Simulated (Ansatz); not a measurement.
# Si2W: the cost of one run

Method: DFT r2SCAN, scalar-relativistic, plane waves, PAW, in Ansatz 0.2.0.

2 further runs of the same task are left out: 2 set aside as unsound or not needed. Runs told in other sessions of the task aren't counted.

**1. The starting structure**

Symmetry: I4/mmm, No. 139, tetragonal system. The conventional cell has a = 3.211 Å, b = 3.211 Å, c = 7.805 Å, α = 90.00°, β = 90.00°, γ = 90.00°. Si (site symmetry 4mm) is surrounded by 5 Si at 2.58 to 2.63 Å and 5 W at 2.61 Å. Around W (site symmetry 4/mmm) lie 10 Si at 2.61 Å.

Structure file:

```
Si W
1.0
    -1.60564    1.60564    3.90240
     1.60564   -1.60564    3.90240
     1.60564    1.60564   -3.90240
Si W
2 1
Direct
  0.33482 0.33482 0.00000
  0.66518 0.66518 0.00000
  0.00000 0.00000 0.00000
```

It is the result of an earlier relaxation at this level (volume 13.41 Å³/atom; gap on the mesh: none (metal)).

Reference energy of this cell: -11676.3690 eV (3 atoms, 18×18×18 mesh, zero smearing).

**2. Cell: Si and W exchanged on 5 pairs of sites drawn at random in a supercell of the crystal**

In a supercell of the relaxed crystal with 24 atoms, 5 Si and as many W trade places (31 % of the Si sites); all atoms are shaken by 0.02 Å.

The cell holds 8 W, 16 Si: a = 6.423 Å, b = 6.423 Å, c = 7.805 Å, α = 90.00°, β = 90.00°, γ = 90.00°.

**3. Relaxation without symmetry, coarse mesh**

Cell and atoms move without symmetry, on a coarse mesh with loose thresholds.

input.yaml

```yaml
crystal:
  lattice:
    - [0.0, 6.4225495841, 0.0]
    - [-6.4225495841, 0.0, 0.0]
    - [0.0, 0.0, 7.8047984272]
  atoms:
    - { symbol: W, position: [0.2474521316, 0.2516636356, 0.8338341123] }
    - { symbol: W, position: [0.2540046525, 0.7488995851, 0.8314727429] }
    - { symbol: Si, position: [0.5015812554, 0.4964778332, 0.3355156681] }
    - { symbol: Si, position: [0.7519083242, 0.2495689785, 0.8353281635] }
    - { symbol: W, position: [0.5006946826, 0.9934336946, 0.3334578874] }
    - { symbol: W, position: [0.7503451947, 0.7492578791, 0.8350177473] }
    - { symbol: W, position: [0.0082990864, 0.5024194969, 0.3309545148] }
    - { symbol: Si, position: [0.9981845268, 0.9951268632, 0.3391400767] }
    - { symbol: Si, position: [0.2490776869, 0.2474844713, 0.1687667791] }
    - { symbol: Si, position: [0.2519803533, 0.7504023553, 0.1626377495] }
    - { symbol: Si, position: [0.4981490984, 0.4972598589, 0.6588820063] }
    - { symbol: Si, position: [0.7452264314, 0.2513131084, 0.1621591884] }
    - { symbol: Si, position: [0.5012639054, 0.9977129118, 0.6695742902] }
    - { symbol: Si, position: [0.7465094867, 0.7512211474, 0.1642746429] }
    - { symbol: Si, position: [0.0057268047, 0.4984549437, 0.6628405069] }
    - { symbol: Si, position: [0.0015476007, 0.0068954975, 0.6688703753] }
    - { symbol: W, position: [0.0031847417, 0.5026252845, 0.0008813329] }
    - { symbol: Si, position: [0.002119473, 0.002910532, 0.9984395262] }
    - { symbol: Si, position: [0.2551208698, 0.7514479044, 0.5036366155] }
    - { symbol: Si, position: [0.4947515135, 0.4958152165, 0.003008157] }
    - { symbol: W, position: [0.2469187338, 0.2434689438, 0.4991344382] }
    - { symbol: Si, position: [0.499164587, 0.9969911051, 0.0031089262] }
    - { symbol: Si, position: [0.7456685452, 0.7524457591, 0.5010761055] }
    - { symbol: W, position: [0.7548833458, 0.2506050488, 0.4997993898] }
  symmetry: { detect: false }
basis:
  ecutwfc: 500
kpoints:
  mp_grid: { grid: [2, 2, 2], shift: [0.5, 0.5, 0.5] }
hamiltonian:
  xc: r2scan
scf:
  occupations: { method: gaussian, width: 0.1 }
  lower_state_search: "off"
output:
  forces: true
  stress: true
  eigenvalues: true
relax:
  adjacent_minimum: "off"
  f_tol: 0.04
  max_steps: 50
  cell: { stress_tol: 0.3 }
```

Command:

```
ansatz run input.yaml --threads 4 --pin off --max-ram 9216MiB --backend cpu --events-out ev --progress --plain --runs-dir out
```

What time and memory should one allow on 4 threads of Intel Xeon 6975P-C (Granite Rapids), shared host?

About 3 min, with a peak of 1.6 GiB.
